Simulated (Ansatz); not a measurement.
# C6H10O4: up Jacob's ladder to CCSD(T)

Aim: compute C6H10O4 with functionals from several rungs and with coupled cluster, and see how far each lands from CCSD(T) at the basis-set limit for the atomisation energy.

Computed with Ansatz 0.2.0, Gaussian basis. Level: functionals in def2-TZVPP, the program's frozen cores in correlated methods.

Plan: LDA (SPW92), PBE-D4, revPBE-D4, BLYP-D4, r2SCAN-D4, B97M-V, PBE0-D4, B3LYP-D4, r2SCANh-D4, r2SCAN0-D4, HSE06-D4, BHLYP-D4, CAM-B3LYP-D4, LC-ωPBE, ωB97X-V, ωB97M-V, B2PLYP, PBE-QIDH; CCSD(T)/def2-SVP; CCSD(T)/def2-TZVPP; MP2/def2-QZVPP; extrapolation to the limit; RPA on PBE.

## Step 1: The geometry

An earlier PBE0-D4 in a triple-zeta def2 set relaxation fixed the geometry.

20 atoms, charge 0, spin multiplicity 1.

Atoms are counted from 1 here; the program's logs count them from 0.

Bond lengths: C1–C2 1.508 Å, C1–H11 1.091 Å, C1–H12 1.092 Å, C1–H13 1.091 Å, C2–O3 1.438 Å, C2–H14 1.091 Å, C2–H15 1.090 Å, O3–C4 1.323 Å, C4–O5 1.198 Å, C4–C6 1.532 Å, C6–O7 1.198 Å, C6–O8 1.323 Å, O8–C9 1.438 Å, C9–C10 1.508 Å, C9–H16 1.090 Å, C9–H17 1.091 Å, C10–H18 1.091 Å, C10–H19 1.092 Å and more. Angles: C2–C1–H11 110.8°, C2–C1–H12 109.5°, C2–C1–H13 110.9°, H11–C1–H12 108.4°, H11–C1–H13 109.0°, H12–C1–H13 108.2°, C1–C2–O3 111.1°, C1–C2–H14 111.4°, C1–C2–H15 111.6°, O3–C2–H14 108.8°, O3–C2–H15 104.3°, H14–C2–H15 109.4°, C2–O3–C4 116.2°, O3–C4–O5 126.5°, O3–C4–C6 110.1°, O5–C4–C6 123.3°, C4–C6–O7 123.3°, C4–C6–O8 110.1° and more.

## Step 2: LDA

This LDA is Slater exchange with PW92 correlation.

Contents of in.yaml:

```yaml
crystal:
  periodic: [false, false, false]
  atoms:
    - {symbol: C, position_ang: [-1.753235, -0.869754, 3.084469]}
    - {symbol: C, position_ang: [-1.573181, 0.528983, 2.550176]}
    - {symbol: O, position_ang: [-0.441081, 0.602991, 1.666713]}
    - {symbol: C, position_ang: [-0.659264, 0.261002, 0.407890]}
    - {symbol: O, position_ang: [-1.704656, -0.080030, -0.067625]}
    - {symbol: C, position_ang: [0.648892, 0.314176, -0.386723]}
    - {symbol: O, position_ang: [1.706675, -0.022534, 0.063819]}
    - {symbol: O, position_ang: [0.416624, 0.739184, -1.617418]}
    - {symbol: C, position_ang: [1.549406, 0.771387, -2.502496]}
    - {symbol: C, position_ang: [1.779609, -0.576986, -3.137526]}
    - {symbol: H, position_ang: [-0.846447, -1.212552, 3.585743]}
    - {symbol: H, position_ang: [-2.572101, -0.882235, 3.807431]}
    - {symbol: H, position_ang: [-1.998676, -1.564357, 2.280256]}
    - {symbol: H, position_ang: [-2.460698, 0.867606, 2.012907]}
    - {symbol: H, position_ang: [-1.339494, 1.236141, 3.345748]}
    - {symbol: H, position_ang: [1.288957, 1.525884, -3.244465]}
    - {symbol: H, position_ang: [2.424744, 1.101925, -1.940770]}
    - {symbol: H, position_ang: [0.885205, -0.915036, -3.663655]}
    - {symbol: H, position_ang: [2.597334, -0.506626, -3.858459]}
    - {symbol: H, position_ang: [2.051394, -1.319169, -2.386013]}
basis:
  gaussian: {orbitals: def2-TZVPP}
hamiltonian: {xc: lda}
output: {orbitals: {seedname: orbitals}}
```

On the command line:

```sh
ansatz run in.yaml --threads 4 --pin off --events-out ev --progress --plain --max-ram 66560MiB --backend cuda --devices 0, --max-vram 37GiB
```

The runs that follow: PBE-D4 (GGA); revPBE-D4 (GGA); BLYP-D4 (GGA); r2SCAN-D4 (meta-GGA); B97M-V (meta-GGA); B3LYP-D4 (hybrid); r2SCANh-D4 (hybrid); r2SCAN0-D4 (hybrid); HSE06-D4 (hybrid); BHLYP-D4 (hybrid); CAM-B3LYP-D4 (range-separated); LC-ωPBE (range-separated); ωB97X-V (range-separated); ωB97M-V (range-separated); B2PLYP (double hybrid); PBE-QIDH (double hybrid); CCSD(T) in def2-SVP; CCSD(T) in def2-TZVPP; MP2 in def2-QZVPP; RPA on PBE orbitals.

Before running them: what should the planned runs give, taken together? Wanted: atomisation energy, CCSD(T)/CBS; farthest beyond LDA; mean size of error, GGA; mean size of error, meta-GGA; mean size of error, hybrid; mean size of error, range-separated; mean size of error, double hybrid; gap, smallest and largest; T1 diagnostic.

As calculated:

| quantity | value |
| --- | --- |
| atomisation energy, CCSD(T)/CBS | 8543.1 kJ/mol |
| functionals within 42.7 kJ/mol (0.5 %) | B97M-V, B3LYP-D4, r2SCANh-D4, LC-ωPBE, ωB97X-V, ωB97M-V, PBE-QIDH |
| farthest beyond LDA | BHLYP-D4 (-338.0 kJ/mol) |
| mean size of error, GGA | 142.4 kJ/mol |
| mean size of error, meta-GGA | 44.3 kJ/mol |
| mean size of error, hybrid | 106.8 kJ/mol |
| mean size of error, range-separated | 40.9 kJ/mol |
| mean size of error, double hybrid | 46.8 kJ/mol |
| gap, smallest and largest | 3.86 eV (LDA (SPW92)), 11.82 eV (LC-ωPBE) |
| T1 diagnostic | 0.0147 |
| triples share of the correlation energy | 4.1 % |

**Reading.** LDA overbinds by 1477.3 kJ/mol (17 %). PBE-D4 misses by +314.0 kJ/mol. Double hybrids carry the basis error of their MP2 part in triple zeta, and no dispersion term here, so their miss is partly the set-up's. Taken by rung, range-separated functionals do best (40.9 kJ/mol on average) and GGA ones worst beyond LDA (142.4 kJ/mol). The gap between the best rungs is small, so their order is not settled. Misses under about 42.7 kJ/mol are within the doubt on the reference itself, which lacks core-valence correlation, relativity and higher excitations. Hartree-Fock recovers 71 % of the binding; the rest is correlation. CCSD(T) in def2-SVP is off by -354.4 kJ/mol, which most functionals beat. Orbital gaps span 3.9 to 11.8 eV; exact exchange widens them.
